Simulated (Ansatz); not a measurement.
**SiO2: properties at the relaxed cell**

The task here is to estimate one member of a computed series from the others.

Program: Ansatz 0.2.0. Level of theory: DFT LDA, scalar-relativistic, plane waves, PAW. These are calculated values, not measurements.

## The starting structure

Symmetry: Im-3m, No. 229, cubic system. Conventional cell: a = 8.911 Å, b = 8.911 Å, c = 8.911 Å, α = 90.00°, β = 90.00°, γ = 90.00°. Around Si (site symmetry -4m2) lie 4 O at 1.60 Å. O (site symmetry mm2) has 2 Si at 1.60 Å in its first shell of neighbours.

Coordinates:

```cif
data_structure
_symmetry_space_group_name_H-M 'P 1'
_symmetry_Int_Tables_number 1
_cell_length_a 7.7173
_cell_length_b 7.7173
_cell_length_c 7.7173
_cell_angle_alpha 109.471
_cell_angle_beta 109.471
_cell_angle_gamma 109.471
_cell_volume 353.82
loop_
_atom_site_label
_atom_site_type_symbol
_atom_site_fract_x
_atom_site_fract_y
_atom_site_fract_z
_atom_site_occupancy
Si1 Si 0.50000 0.25000 0.75000 1
Si2 Si 0.50000 0.75000 0.25000 1
Si3 Si 0.25000 0.75000 0.50000 1
Si4 Si 0.75000 0.25000 0.50000 1
Si5 Si 0.25000 0.50000 0.75000 1
Si6 Si 0.75000 0.50000 0.25000 1
O1 O 0.35230 0.00000 0.64770 1
O2 O 0.64770 0.64770 0.29540 1
O3 O 0.35230 0.64770 0.00000 1
O4 O 0.35230 0.70460 0.35230 1
O5 O 0.64770 0.29540 0.64770 1
O6 O 0.00000 0.35230 0.64770 1
O7 O 0.70460 0.35230 0.35230 1
O8 O 0.64770 0.35230 0.00000 1
O9 O 0.00000 0.64770 0.35230 1
O10 O 0.29540 0.64770 0.64770 1
O11 O 0.35230 0.35230 0.70460 1
O12 O 0.64770 0.00000 0.35230 1
```

It goes back to an entry of the Materials Project, which need not be the stable form.

This cell was relaxed beforehand with the same method: volume 19.66 Å³/atom, gap on the mesh 5.51 eV.

The first run:

Contents of input.yaml:

```yaml
crystal:
  lattice:
    - [-4.4106014865, 4.4106014865, 4.4106014865]
    - [4.4106014865, -4.4106014865, 4.4106014865]
    - [4.4106014865, 4.4106014865, -4.4106014865]
  atoms:
    - { symbol: Si, position: [0.5, 0.25, 0.75] }
    - { symbol: Si, position: [0.5, 0.75, 0.25] }
    - { symbol: Si, position: [0.25, 0.75, 0.5] }
    - { symbol: Si, position: [0.75, 0.25, 0.5] }
    - { symbol: Si, position: [0.25, 0.5, 0.75] }
    - { symbol: Si, position: [0.75, 0.5, 0.25] }
    - { symbol: O, position: [0.3522982209, 0.0, 0.6477017791] }
    - { symbol: O, position: [0.6477017791, 0.6477017791, 0.2954035582] }
    - { symbol: O, position: [0.3522982209, 0.6477017791, 0.0] }
    - { symbol: O, position: [0.3522982209, 0.7045964418, 0.3522982209] }
    - { symbol: O, position: [0.6477017791, 0.2954035582, 0.6477017791] }
    - { symbol: O, position: [0.0, 0.3522982209, 0.6477017791] }
    - { symbol: O, position: [0.7045964418, 0.3522982209, 0.3522982209] }
    - { symbol: O, position: [0.6477017791, 0.3522982209, 0.0] }
    - { symbol: O, position: [0.0, 0.6477017791, 0.3522982209] }
    - { symbol: O, position: [0.2954035582, 0.6477017791, 0.6477017791] }
    - { symbol: O, position: [0.3522982209, 0.3522982209, 0.7045964418] }
    - { symbol: O, position: [0.6477017791, 0.0, 0.3522982209] }
basis:
  ecutwfc: 420
kpoints:
  mp_grid: { grid: [4, 4, 4] }
hamiltonian:
  xc: lda
scf:
  occupations: { method: gaussian, width: 0.02 }
output:
  forces: true
  stress: true
  eigenvalues: true
relax:
  adjacent_minimum: "off"
  f_tol: 0.01
  max_steps: 30
```

The run is started by

```console
ansatz run input.yaml --threads 4 --pin off --max-ram 10240MiB --backend cpu --events-out ev --progress --plain --runs-dir out
```

Steps of the session up to this table: Point at V/V0 = 0.97; Point at V/V0 = 1.03; Point at V/V0 = 0.94; Point at V/V0 = 1.06; Volume × 0.91; Volume × 1.10; The cell scaled to 0.88 of its volume.

One of the session's tables, all rows but one given; the rest of the session is left out.

It belongs to the step «Energy against volume». 

| volume (Å³/atom) | energy above the lowest point (meV/atom) | pressure (GPa) | gap on the mesh (eV) |
| --- | --- | --- | --- |
| 17.298 | 111.2 | 16.05 | 5.30 |
| 17.888 | ? | ? | ? |
| 18.477 | 25.8 | 7.31 | 5.49 |
| 19.067 | 6.1 | 3.44 | 5.52 |
| 19.657 | 0.0 | -0.05 | 5.51 |
| 20.246 | 6.1 | -3.18 | 5.46 |
| 20.836 | 23.0 | -5.96 | 5.37 |
| 21.622 | 60.4 | -9.18 | 5.18 |

Q: Estimate the row for volume (Å³/atom) = 17.888 from the others.

Worked estimate for «energy above the lowest point (meV/atom)». A straight line through the neighbours (17.298, 111.2) and (18.477, 25.8) gives 111.2 + (25.8 − 111.2) × (17.888 − 17.298) / (18.477 − 17.298) = 68.5; a parabola fitted to 3 rows on both sides gives 60.8.

**Answer.** energy above the lowest point (meV/atom): 60.5; pressure (GPa): 11.53; gap on the mesh (eV): 5.42. In «energy above the lowest point (meV/atom)» the line misses by +8.0 and the parabola by +0.3.

Limits of these values: The gap on the mesh goes from 5.30 eV at the smallest volume to 5.18 eV at the largest, through a peak of 5.52 eV between. Warnings in the runs' records: stress scf threshold loose.
